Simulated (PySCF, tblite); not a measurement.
# C2H7OSi radical, a small gas-phase stand-in for a defect centre (C site with back bonds [SiH3], C, [H]): EPR parameters

Wanted: the EPR parameters for `CC([O])[SiH3]`. It is drawn as: oxygen hole.

Computed with tblite 0.8.0 and PySCF 2.14.0; each step states its level. No surroundings beyond the atoms listed, unless a continuum is named. Atoms count from 0, parts from 1.

## 1. Starting point

11 atoms, charge 0, multiplicity 2; geometry: distance geometry start.

## 2. Relaxing the cluster with GFN2-xTB

What the job is given:

```
{"job": {"kind": "relax", "xc": "GFN2-xTB", "basis": "xTB"}, "charge": 0, "multiplicity": 2}
C     -0.154725    -1.685351     0.894985
Si    -1.333072    -0.372334     1.432945
C      0.886317    -1.108839     0.043786
O      0.428549    -2.260280     1.996992
H     -0.682434    -2.413246     0.353489
H     -0.886554     0.884446     0.903785
H     -2.614439    -0.667360     0.966731
H     -1.336001    -0.327610     2.856148
H      1.556516    -0.614497     0.630372
H      1.373913    -1.861824    -0.465681
H      0.451742    -0.454561    -0.653100
```

Method: GFN2-xTB geometry optimisation, gas phase.

Run with:

```console
$ OMP_NUM_THREADS=1 python cluster_run.py task.json out
```

One launch serves the whole session: the jobs run in the order shown.

The log of the run:

```text
step      E/eV     max force
  0    -368.33252    4.535
  1    -368.83800    1.469
  2    -369.02652    1.106
  3    -369.10158    0.436
  4    -369.12018    0.415
  5    -369.14466    0.370
  6    -369.15999    0.309
  7    -369.16870    0.226
  8    -369.17391    0.178
  9    -369.17813    0.177
 10    -369.18184    0.163
 11    -369.18546    0.200
 12    -369.18849    0.153
 13    -369.19079    0.121
 14    -369.19270    0.134
 15    -369.19484    0.179
 16    -369.19795    0.234
 17    -369.20211    0.218
 18    -369.20599    0.195
 19    -369.20901    0.165
 20    -369.21836    0.430
 21    -369.20936    0.256
 22    -369.20881    0.112
 23    -369.20892    0.148
 24    -369.20826    0.099
 25    -369.20928    0.163
 26    -369.20972    0.179
 27    -369.21599    0.393
 28    -369.20452    0.181
 29    -369.21679    0.380
 30    -369.20368    0.224
 31    -369.15278    0.726
 32    -369.20460    0.194
 33    -369.21005    0.134
 34    -369.23059    0.316
 35    -369.20688    0.151
 36    -369.17888    0.471
 37    -369.21105    0.121
 38    -369.21785    0.161
 39    -369.19659    0.263
 40    -369.21788    0.164
 41    -369.27269    0.804
 42    -369.21789    0.180
 43    -369.21246    0.146
 44    -369.19377    0.317
 45    -369.21606    0.151
 46    -369.26276    0.709
 47    -369.21578    0.158
 48    -369.21120    0.142
 49    -369.18027    0.473
 50    -369.21130    0.130
 51    -369.21780    0.166
 52    -369.19723    0.274
 53    -369.21780    0.168
 54    -369.27129    0.805
 55    -369.21778    0.182
 56    -369.21269    0.149
 57    -369.19491    0.313
 58    -369.21632    0.156
 59    -369.26436    0.738
 60    -369.21634    0.166
 61    -369.21189    0.144
 62    -369.18306    0.453
 63    -369.21197    0.131
 64    -369.21884    0.182
 65    -369.19935    0.258
 66    -369.21883    0.184
 67    -369.27501    0.860
 68    -369.21878    0.202
 69    -369.21356    0.155
 70    -369.20132    0.235
 71    -369.22020    0.198
 72    -369.28099    0.926
 73    -369.22015    0.226
 74    -369.21444    0.164
 75    -369.20531    0.187
 76    -369.22446    0.259
 77    -369.20537    0.182
 78    -369.15564    0.737
 79    -369.20545    0.191
 80    -369.21105    0.135
 81    -369.22706    0.293
 82    -369.20683    0.165
 83    -369.16142    0.681
 84    -369.20687    0.169
 85    -369.21202    0.130
 86    -369.24206    0.490
 87    -369.21204    0.135
 88    -369.20654    0.174
 89    -369.22679    0.259
 90    -369.20672    0.147
 91    -369.16076    0.684
 92    -369.20672    0.165
 93    -369.21191    0.122
 94    -369.23847    0.447
 95    -369.21122    0.127
 96    -369.20431    0.193
 97    -369.22295    0.229
 98    -369.20437    0.187
 99    -369.15153    0.766
100    -369.20440    0.195
101    -369.21067    0.131
102    -369.22265    0.225
103    -369.20404    0.192
104    -369.14999    0.777
105    -369.20407    0.199
106    -369.21060    0.131
107    -369.22208    0.212
108    -369.20341    0.198
109    -369.14731    0.796
110    -369.20345    0.206
111    -369.21040    0.132
112    -369.22100    0.193
113    -369.20219    0.212
114    -369.22099    0.192
115    -369.28055    0.923
116    -369.22093    0.216
117    -369.21505    0.149
118    -369.20530    0.175
119    -369.22433    0.232
120    -369.20535    0.170
121    -369.15431    0.731
122    -369.20539    0.183
123    -369.21146    0.125
124    -369.22601    0.261
125    -369.20642    0.163
126    -369.15835    0.695
127    -369.20646    0.168
128    -369.21213    0.122
129    -369.23292    0.353
130    -369.20976    0.130
131    -369.19352    0.325
132    -369.21595    0.130
133    -369.23695    0.410
134    -369.21118    0.124
135    -369.20210    0.217
136    -369.22091    0.183
137    -369.27917    0.904
138    -369.22086    0.206
139    -369.21517    0.143
140    -369.20486    0.181
141    -369.22366    0.217
142    -369.20490    0.176
143    -369.15176    0.754
144    -369.20493    0.190
145    -369.21137    0.126
146    -369.22376    0.223
147    -369.20487    0.183
148    -369.15131    0.758
149    -369.20490    0.189
150    -369.21142    0.125
151    -369.22392    0.221
152    -369.20490    0.180
153    -369.15117    0.755
154    -369.20492    0.189
155    -369.21150    0.124
156    -369.22424    0.224
157    -369.20508    0.178
158    -369.15167    0.747
159    -369.20510    0.185
160    -369.21166    0.123
161    -369.22506    0.234
162    -369.20564    0.172
163    -369.15368    0.728
164    -369.20567    0.178
165    -369.21202    0.122
166    -369.22749    0.266
167    -369.20722    0.156
168    -369.15977    0.672
169    -369.20724    0.160
170    -369.21300    0.119
171    -369.24038    0.439
172    -369.21237    0.120
173    -369.20471    0.190
174    -369.22406    0.218
175    -369.20475    0.185
176    -369.14987    0.760
177    -369.20477    0.191
178    -369.21167    0.124
179    -369.22459    0.223
180    -369.20511    0.179
181    -369.15104    0.746
182    -369.20513    0.186
183    -369.21191    0.123
184    -369.22594    0.240
185    -369.20607    0.169
186    -369.15459    0.713
187    -369.20609    0.175
188    -369.21248    0.121
189    -369.23048    0.301
190    -369.20873    0.143
191    -369.16681    0.602
192    -369.20918    0.141
193    -369.21463    0.119
194    -369.24872    0.536
195    -369.21464    0.123
196    -369.20937    0.142
197    -369.23181    0.321
198    -369.20939    0.138
199    -369.17963    0.475
200    -369.21245    0.117
201    -369.21245    0.117
202    -369.23288    0.290
203    -369.29166    0.836
204    -369.45526    1.372
205    -369.56712    1.424
206    -369.71656    1.580
207    -369.86373    1.533
208    -369.96595    1.553
209    -370.07277    1.363
210    -370.17860    1.366
211    -370.30185    1.037
212    -370.39026    1.018
213    -370.48915    0.585
214    -370.54097    0.660
215    -370.58283    0.682
216    -370.61011    0.979
217    -370.63574    0.745
218    -370.65248    0.558
219    -370.67088    0.539
220    -370.68337    0.336
221    -370.68885    0.305
222    -370.69618    0.239
223    -370.70055    0.132
224    -370.70362    0.150
225    -370.70559    0.245
226    -370.70926    0.302
227    -370.71416    0.220
228    -370.71903    0.173
229    -370.72279    0.318
230    -370.73274    0.465
231    -370.74196    0.351
232    -370.74536    0.461
233    -370.74578    0.430
234    -370.72952    0.620
235    -370.75574    0.250
236    -370.76167    0.137
237    -370.76380    0.124
238    -370.76662    0.111
239    -370.76841    0.172
240    -370.76938    0.131
241    -370.77044    0.084
242    -370.77139    0.090
243    -370.77338    0.188
244    -370.77651    0.288
245    -370.77896    0.411
246    -370.78494    0.333
247    -370.77827    0.361
248    -370.79181    0.172
249    -370.79190    0.259
250    -370.79607    0.141
251    -370.79809    0.132
252    -370.80188    0.122
253    -370.80618    0.158
254    -370.80920    0.540
255    -370.81307    0.394
256    -370.81520    0.231
257    -370.81806    0.130
258    -370.81943    0.154
259    -370.82059    0.148
260    -370.82150    0.077
261    -370.82195    0.098
262    -370.82241    0.085
263    -370.82255    0.111
264    -370.82287    0.053
265    -370.82298    0.037
266    -370.82306    0.028
267    -370.82309    0.023
268    -370.82311    0.012
269    -370.82313    0.010
270    -370.82315    0.013
271    -370.82317    0.013
272    -370.82319    0.016
273    -370.82323    0.019
274    -370.82328    0.023
275    -370.82333    0.014
276    -370.82337    0.011
277    -370.82341    0.015
278    -370.82343    0.016
279    -370.82345    0.014
280    -370.82346    0.010
281    -370.82348    0.011
282    -370.82348    0.011
283    -370.82394    0.081
284    -370.82414    0.012
285    -370.82426    0.005
```

It took 6 s on 1 thread of Arm Neoverse V1, shared host.

Step by step: (the energy doesn't fall at every step)

```
step  energy from step 0 (eV)  largest force (eV/Å)
   0                   0.0000                4.5357
  11                  -0.8529                0.1990
  22                  -0.8763                0.1117
  33                  -0.8775                0.1345
  44                  -0.8612                0.3164
  55                  -0.8853                0.1817
  66                  -0.8863                0.1839
  77                  -0.8729                0.1819
  88                  -0.8740                0.1740
  99                  -0.8190                0.7660
 110                  -0.8709                0.2062
 121                  -0.8218                0.7310
 132                  -0.8834                0.1303
 143                  -0.8192                0.7533
 154                  -0.8724                0.1890
 165                  -0.8795                0.1214
 176                  -0.8174                0.7604
 187                  -0.8736                0.1743
 198                  -0.8769                0.1385
 209                  -1.7403                1.3634
 220                  -2.3509                0.3364
 231                  -2.4094                0.3506
 242                  -2.4389                0.0903
 253                  -2.4737                0.1585
 264                  -2.4904                0.0531
 275                  -2.4908                0.0145
 285                  -2.4917                0.0051
```

Close pairs (by a distance rule), those that changed most:

```
  bond  before (Å)  after (Å)  change (Å)
Si1–O3       2.643      1.625      -1.019
C0–Si1       1.844      2.746      +0.902
 C2–H8       1.019      1.091      +0.073
Si1–H6       1.395      1.467      +0.072
 C2–H9       1.032      1.087      +0.055
C2–H10       1.050      1.098      +0.048
 C0–O3       1.373      1.338      -0.035
Si1–H5       1.435      1.469      +0.034
```

Bonds of the start that broke: C0–Si1.

Bonds that formed: Si1–O3.

## 3. Geometry optimisation at PBE0-D3(BJ)/def2-SVP

What the job is given:

```
{"job": {"xc": "PBE0", "basis": "def2-SVP", "d3": "d3bj", "grid": 2, "kind": "geom", "shake": 0.01}, "charge": 0, "multiplicity": 2}
C      0.207122    -1.107673    -0.482394
Si    -0.430790     0.554564     1.626103
C      0.394033    -0.032352    -1.508363
O     -0.202279    -0.792171     0.746542
H      0.094474    -2.127491    -0.766002
H      0.851256     1.250418     1.840623
H     -1.321535     1.500827     0.963958
H     -0.956797    -0.022813     2.834568
H      0.986035     0.796700    -1.047694
H      0.949721    -0.441105    -2.340814
H     -0.538553     0.392596    -1.856227
```

The log of the run:

```text
step   0  E = -444.59062424  max force = 0.030438
step   1  E = -444.59731323  max force = 0.004920
step   2  E = -444.59737783  max force = 0.007201
step   3  E = -444.59763197  max force = 0.004690
step   4  E = -444.59774468  max force = 0.001370
step   5  E = -444.59779908  max force = 0.001135
step   6  E = -444.59784552  max force = 0.001092
step   7  E = -444.59786601  max force = 0.001041
step   8  E = -444.59788725  max force = 0.000823
step   9  E = -444.59789573  max force = 0.000464
step  10  E = -444.59789906  max force = 0.000259
optimisation converged
```

Wall time 81 s (1 thread of Arm Neoverse V1, shared host); peak memory 0.52 GiB.

The steps of the relaxation:

```
step  energy from step 0 (eV)  largest force component (eV/Å)
   0                   0.0000                          1.5652
   1                  -0.1820                          0.2530
   2                  -0.1838                          0.3703
   3                  -0.1907                          0.2412
   4                  -0.1938                          0.0704
   5                  -0.1952                          0.0584
   6                  -0.1965                          0.0562
   7                  -0.1971                          0.0535
   8                  -0.1976                          0.0423
   9                  -0.1979                          0.0239
  10                  -0.1980                          0.0133
```

Distances of close pairs at the start and the end, largest changes first:

```
  bond  before (Å)  after (Å)  change (Å)
Si1–O3       1.625      1.674      +0.049
Si1–H7       1.439      1.486      +0.047
Si1–H6       1.459      1.494      +0.036
 C0–H4       1.064      1.094      +0.029
C2–H10       1.082      1.110      +0.028
 C0–O3       1.333      1.357      +0.024
Si1–H5       1.474      1.495      +0.021
 C2–H9       1.081      1.099      +0.018
```

The final coordinates are the input of the step that follows.

```
                         at the end point                 value
  point group (found at 0.08 Å tolerance)                    C1
rotational constants (GHz, main isotopes)  13.470, 3.530, 2.968
                        dipole moment (D)                  0.99
                                     ⟨S²⟩                 0.754
```

## 4. g tensor and hyperfine couplings: B3LYP/IGLO-III+pcH-1

What the job is given:

```
{"job": {"kind": "epr"}, "charge": 0, "multiplicity": 2}
C      0.289360    -1.066155    -0.489180
Si    -0.440256     0.505375     1.625810
C      0.371492     0.040095    -1.473416
O     -0.347711    -0.882492     0.694622
H      0.293954    -2.111900    -0.809909
H      0.927104     1.026364     1.932829
H     -1.220400     1.576336     0.934703
H     -1.136281     0.098867     2.874432
H      0.831244     0.948994    -1.043174
H      0.983874    -0.260822    -2.335487
H     -0.623582     0.341469    -1.861914
```

With the program's defaults for keys left out, this is: UKS B3LYP, IGLO-III on C O Si, pcH-1 on H, non-relativistic, mean-field spin-orbit, GIAO.

The log of the run:

```text
UKS, coarse grid
  cycle   1  E = -445.12050506  |g| = 4.98e-01
  cycle   2  E = -444.91962491  |g| = 8.83e-01
  cycle   3  E = -445.20372116  |g| = 9.84e-02
  cycle   4  E = -445.20706354  |g| = 3.70e-02
  cycle   5  E = -445.20772039  |g| = 6.69e-03
  cycle   6  E = -445.20774193  |g| = 1.80e-03
  cycle   7  E = -445.20774403  |g| = 8.41e-04
UKS, final grid
  cycle   1  E = -445.20777961  |g| = 9.33e-04
  cycle   2  E = -445.20777938  |g| = 1.22e-03
  cycle   3  E = -445.20778003  |g| = 1.43e-04
  cycle   4  E = -445.20778004  |g| = 6.13e-05
  cycle   5  E = -445.20778004  |g| = 2.20e-05
E = -445.20778004 Eh   <S^2> = 0.7537 (exact 0.7500)
g shifts (ppm)      1          2          3
  rmc          -173       -173       -173
  gc              4         35         39
  oz_so         -65       1004       1639
  total        -234        865       1504
hyperfine (MHz)  atom isotope    a_iso     a_fc   dipolar eigenvalues
    0   13C     141.59     141.69    -76.76    -74.76    151.51
    1  29Si      -4.53      -4.55     -2.41      0.98      1.43
    2   13C     -20.47     -20.48     -2.16     -1.68      3.84
    3   17O     -10.07     -10.12    -45.05     21.89     23.16
    4    1H     -46.89     -46.91    -35.12     -1.49     36.60
    5    1H      11.77      11.77     -2.40     -2.03      4.43
    6    1H       4.28       4.28     -1.86     -1.76      3.62
    7    1H      -2.73      -2.73     -2.02     -1.56      3.58
    8    1H      62.20      62.20     -4.95     -4.31      9.26
    9    1H       7.72       7.71     -5.45     -4.04      9.49
   10    1H     135.74     135.74     -4.18     -2.90      7.08
```

It took 32 s on 1 thread of Arm Neoverse V1, shared host; peak memory 0.82 GiB.

Principal g values 2.00209, 2.00318, 2.00382; g(iso) = 2.00303, against 2.00232 for a free electron.

Hyperfine couplings, nucleus by nucleus at this fixed geometry (no averaging over rotations):

```
nuclei  isotope  a(iso) (MHz)  a(iso) (G, at g = 2.0023)  largest dipolar term (MHz)
    C0      13C         141.6                       50.5                       151.5
   H10       1H         135.7                       48.4                         7.1
    H8       1H          62.2                       22.2                         9.3
    H4       1H         -46.9                      -16.7                        36.6
    C2      13C         -20.5                       -7.3                         3.8
    H5       1H          11.8                        4.2                         4.4
    O3      17O         -10.1                       -3.6                       -45.0
    H9       1H           7.7                        2.8                         9.5
   Si1     29Si          -4.5                       -1.6                        -2.4
    H6       1H           4.3                        1.5                         3.6
    H7       1H          -2.7                       -1.0                         3.6
```

Mulliken spin populations:

```
atom  value (e)
  C0       0.95
 Si1       0.01
  C2      -0.09
  O3       0.07
  H4      -0.05
  H5       0.01
  H6       0.00
  H7       0.00
  H8       0.02
  H9       0.00
 H10       0.07
```

## 5. EPR parameters: BHandHLYP/IGLO-III+pcH-1

Same as in step 4 but for these lines:

```diff
@@ -1,2 +1,2 @@
-{"job": {"kind": "epr"}, "charge": 0, "multiplicity": 2}
+{"job": {"kind": "epr", "xc": "BHandHLYP"}, "charge": 0, "multiplicity": 2}
 C      0.289360    -1.066155    -0.489180
```

With the program's defaults for keys left out, this is: UKS BHandHLYP, IGLO-III on C O Si, pcH-1 on H, non-relativistic, mean-field spin-orbit, GIAO.

The log of the run:

```text
UKS, coarse grid
  cycle   1  E = -445.02146007  |g| = 4.17e-01
  cycle   2  E = -445.00250110  |g| = 5.00e-01
  cycle   3  E = -445.08740972  |g| = 4.92e-02
  cycle   4  E = -445.08846565  |g| = 1.79e-02
  cycle   5  E = -445.08865562  |g| = 4.83e-03
  cycle   6  E = -445.08867835  |g| = 1.93e-03
  cycle   7  E = -445.08868308  |g| = 5.38e-04
UKS, final grid
  cycle   1  E = -445.08870718  |g| = 3.09e-04
  cycle   2  E = -445.08870726  |g| = 2.09e-04
  cycle   3  E = -445.08870729  |g| = 1.06e-04
  cycle   4  E = -445.08870730  |g| = 5.81e-05
  cycle   5  E = -445.08870730  |g| = 1.05e-05
E = -445.08870730 Eh   <S^2> = 0.7557 (exact 0.7500)
g shifts (ppm)      1          2          3
  rmc          -175       -175       -175
  gc              2         35         38
  oz_so         -57        966       1554
  total        -230        825       1417
hyperfine (MHz)  atom isotope    a_iso     a_fc   dipolar eigenvalues
    0   13C     178.14     178.25    -79.19    -76.23    155.42
    1  29Si      -2.57      -2.58     -2.05      0.72      1.33
    2   13C     -28.80     -28.81     -2.37     -1.28      3.65
    3   17O     -17.08     -17.13    -43.27     20.60     22.67
    4    1H     -60.05     -60.08    -37.11     -1.74     38.85
    5    1H       8.12       8.12     -2.38     -2.10      4.48
    6    1H       2.95       2.95     -1.86     -1.76      3.62
    7    1H      -2.63      -2.63     -1.93     -1.55      3.48
    8    1H      62.56      62.56     -5.34     -4.15      9.49
    9    1H       9.18       9.18     -5.79     -4.02      9.81
   10    1H     136.31     136.31     -3.84     -3.15      6.99
```

Wall time 33 s (1 thread of Arm Neoverse V1, shared host); peak memory 0.82 GiB.

In short: g(iso) 2.00299.

## 6. Run by run: EPR parameters

g, ⟨S²⟩ and isotropic hyperfine couplings (MHz), with basis size and wall time:

```
                     run   g(iso)   ⟨S²⟩  13C C0  1H H10  1H H8  1H H4  13C C2  functions  time
    B3LYP/IGLO-III+pcH-1  2.00303  0.754   141.6   135.7   62.2  -46.9   -20.5        219  32 s
BHandHLYP/IGLO-III+pcH-1  2.00299  0.756   178.1   136.3   62.6  -60.1   -28.8        219  33 s
```

## 7. Outcome

| quantity | value |
| --- | --- |
| point group | C1 |
| rotational constants (main isotopes) | 13.47, 3.53, 2.97 GHz |
| g(iso) (B3LYP) | 2.00303 |
| ⟨S²⟩ | 0.754 (exact 0.75) |
| largest a(iso) | 13C on C0, 141.6 MHz |

In words: Bonds broke on relaxing, so the results belong to the rearranged structure. New bonds formed on relaxing, so the results belong to the rearranged structure. The start of the PBE0/def2-SVP relaxation was shaken at random by about 0.01 Å, so part of the energy gained, and of the first lengths quoted, undoes that. The optimisation took 10 steps and gained 0.198 eV; among the close pairs (by a distance rule), Si1–O3 changed most, from 1.625 to 1.674 Å (PBE0/def2-SVP). No frequency check was run at this level, so the end point may be a saddle. Most of the unpaired spin sits on C0 (0.95 e). The isotropic g lies 0.7 ppt above the free-electron value. The coupling of 13C on C0 runs from 141.6 (B3LYP/IGLO-III+pcH-1) to 178.1 MHz (BHandHLYP/IGLO-III+pcH-1). A capped cluster stands for the solid here, so long-range fields and strain are missing, and bands or shifts of the capping hydrogens have no counterpart in it.
